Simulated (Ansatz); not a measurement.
# Si3As2: the cost of one run

Computed with Ansatz 0.2.0 (DFT PBE, scalar-relativistic, plane waves, PAW, unless a step's input says otherwise).

### Step 1. Starting point

The structure is cubic, space group Pm-3m (No. 221). The conventional cell has a = 4.720 Å, b = 4.720 Å, c = 4.720 Å, α = 90.00°, β = 90.00°, γ = 90.00°. Around Si (site symmetry 4/mmm) lie 2 As at 2.36 Å. Around As (site symmetry m-3m) lie 12 Si at 3.34 Å. Around As (site symmetry m-3m) lie 6 Si at 2.36 Å.

Structure file:

```xyz
5
Lattice="4.7198 0.0000 0.0000 0.0000 4.7198 0.0000 0.0000 0.0000 4.7198" Properties=species:S:1:pos:R:3 pbc="T T T"
Si    0.0000    2.3599    2.3599
Si    2.3599    0.0000    2.3599
Si    2.3599    2.3599    0.0000
As    0.0000    0.0000    0.0000
As    2.3599    2.3599    2.3599
```

The cell is invented: random cell by space group and Wyckoff sites (Pm-3m, No. 221). Lengths come from tabulated atomic sizes and are only a guess.

### Step 2. Probe: one point on a coarse mesh

Input file input.yaml:

```yaml
crystal:
  lattice:
    - [4.71984031, 0.0, 0.0]
    - [0.0, 4.71984031, 0.0]
    - [0.0, 0.0, 4.71984031]
  atoms:
    - { symbol: Si, position: [0.0, 0.5, 0.5] }
    - { symbol: Si, position: [0.5, 0.0, 0.5] }
    - { symbol: Si, position: [0.5, 0.5, 0.0] }
    - { symbol: As, position: [0.0, 0.0, 0.0] }
    - { symbol: As, position: [0.5, 0.5, 0.5] }
basis:
  ecutwfc: 420
kpoints:
  mp_grid: { grid: [4, 4, 4] }
hamiltonian:
  xc: pbe
scf:
  occupations: { method: gaussian, width: 0.1 }
  lower_state_search: "off"
output:
  forces: true
  stress: true
  eigenvalues: true
```

Started as:

```sh
$ ansatz run input.yaml --threads 1 --pin off --max-ram 2560MiB --backend cpu --events-out ev --progress --plain --runs-dir out
```

What time and memory should one allow on 1 thread of Intel Xeon at 2.70GHz, shared host?

About 3.8 s, with a peak of 0.36 GiB.
